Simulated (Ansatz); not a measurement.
# C3H6SSi: the cost of one run

Program: Ansatz 0.2.0, Gaussian basis. Level of theory: functionals in def2-TZVPP, the program's frozen cores in correlated methods. These are calculated values, not measurements.

Plan: PBE-D4, r2SCAN-D4, PBE0-D4, B3LYP-D4, ωB97X-V, ωB97M-V, B2PLYP; CCSD(T)/def2-TZVPP; MP2/def2-QZVPP; extrapolation to the limit.

**1. The relaxed structure**

All runs share one geometry, relaxed beforehand with PBE0-D4 in a triple-zeta def2 set.

11 atoms, charge 0, spin multiplicity 1.

Atoms are counted from 1 here; the program's logs count them from 0.

Bond lengths: Si1–C2 1.882 Å, Si1–H6 1.487 Å, Si1–H7 1.483 Å, Si1–H8 1.490 Å, C2–C3 1.496 Å, C2–S5 1.848 Å, C2–H9 1.093 Å, C3–C4 1.338 Å, C3–H10 1.082 Å, C4–S5 1.757 Å, C4–H11 1.081 Å. Angles: C2–Si1–H6 110.0°, C2–Si1–H7 108.6°, C2–Si1–H8 109.5°, H6–Si1–H7 110.6°, H6–Si1–H8 108.4°, H7–Si1–H8 109.7°, Si1–C2–C3 114.7°, Si1–C2–S5 109.4°, Si1–C2–H9 113.3°, C3–C2–S5 88.6°, C3–C2–H9 116.3°, S5–C2–H9 111.9°, C2–C3–C4 99.6°, C2–C3–H10 128.8°, C4–C3–H10 131.5°, C3–C4–S5 97.8°, C3–C4–H11 134.4°, S5–C4–H11 127.7° and more.

**2. PBE-D4 (GGA)**

File in.yaml:

```yaml
crystal:
  periodic: [false, false, false]
  atoms:
    - {symbol: Si, position_ang: [-1.514010, -0.100120, 0.619811]}
    - {symbol: C, position_ang: [0.268991, 0.483159, 0.464152]}
    - {symbol: C, position_ang: [1.206674, -0.523317, -0.124023]}
    - {symbol: C, position_ang: [1.424763, 0.044056, -1.316269]}
    - {symbol: S, position_ang: [0.453047, 1.487661, -1.075984]}
    - {symbol: H, position_ang: [-2.408192, 1.058644, 0.879430]}
    - {symbol: H, position_ang: [-1.898633, -0.784273, -0.638072]}
    - {symbol: H, position_ang: [-1.629271, -1.048510, 1.762823]}
    - {symbol: H, position_ang: [0.626249, 1.020713, 1.345955]}
    - {symbol: H, position_ang: [1.556144, -1.454991, 0.302156]}
    - {symbol: H, position_ang: [1.979641, -0.240022, -2.199478]}
basis:
  gaussian: {orbitals: def2-TZVPP}
hamiltonian: {xc: pbe, dispersion: d4}
output: {forces: true, orbitals: {seedname: orbitals}}
```

Launch:

```bash
$ ansatz run in.yaml --threads 4 --pin off --events-out ev --progress --plain --max-ram 10444MiB
```

**Question.** How long does this run take on 4 threads of Arm Neoverse V1, shared host, and how much memory does it need?

About 3.1 s, with a peak of 0.37 GiB.
